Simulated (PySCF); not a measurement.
# CH5NO2Si2: the cost of one run

Programs: PySCF 2.14.0, with density-fitted response routines of our own. Each step states its level of theory. These are calculated values for one molecule in the gas phase, unless marked as measured. Atoms are numbered from 0 throughout.

## Step 1: Starting geometry

11 atoms, charge 0, multiplicity 1; geometry from: GFN2-xTB. The atoms were then displaced at random by about 0.01 Å, so the start is not that level's minimum.

Bonds of the start (Å): N0–C1 1.13, C1–Si2 1.86, Si2–Si3 2.34, Si3–O4 1.63, Si3–O5 1.60, Si2–H6 1.47, Si2–H7 1.46, Si3–H8 1.46, O4–H9 0.93, O5–H10 0.94.

## Step 2: Optimising the geometry at PBE0-D3(BJ)/def2-SVP

Job settings and geometry (Å):

```
{"job": {"xc": "PBE0", "basis": "def2-SVP", "d3": "d3bj", "grid": 1, "shake": 0.01, "kind": "geom"}, "charge": 0, "multiplicity": 1}
N     -3.095940    -0.504440    -1.144620
C     -2.355130    -0.219330    -0.339470
Si    -1.033470     0.190390     0.900460
Si     1.025600    -0.306800    -0.100270
O      1.181780     0.385220    -1.569390
O      2.065540     0.415860     0.874130
H     -1.295050     1.593530     1.240600
H     -1.342670    -0.629820     2.066120
H      1.314200    -1.728000    -0.228250
H      0.632830     0.167380    -2.293130
H      2.940410     0.610180     0.578160
```

Run with:

```sh
OMP_NUM_THREADS=1 python probes_run.py task.json out
```

The driver reads the jobs from task.json and runs them one after another.

Q: Estimate the wall time and peak memory of this first job on 1 thread of Arm Neoverse V1, shared host.

About 52 s, with a peak of 0.51 GiB.
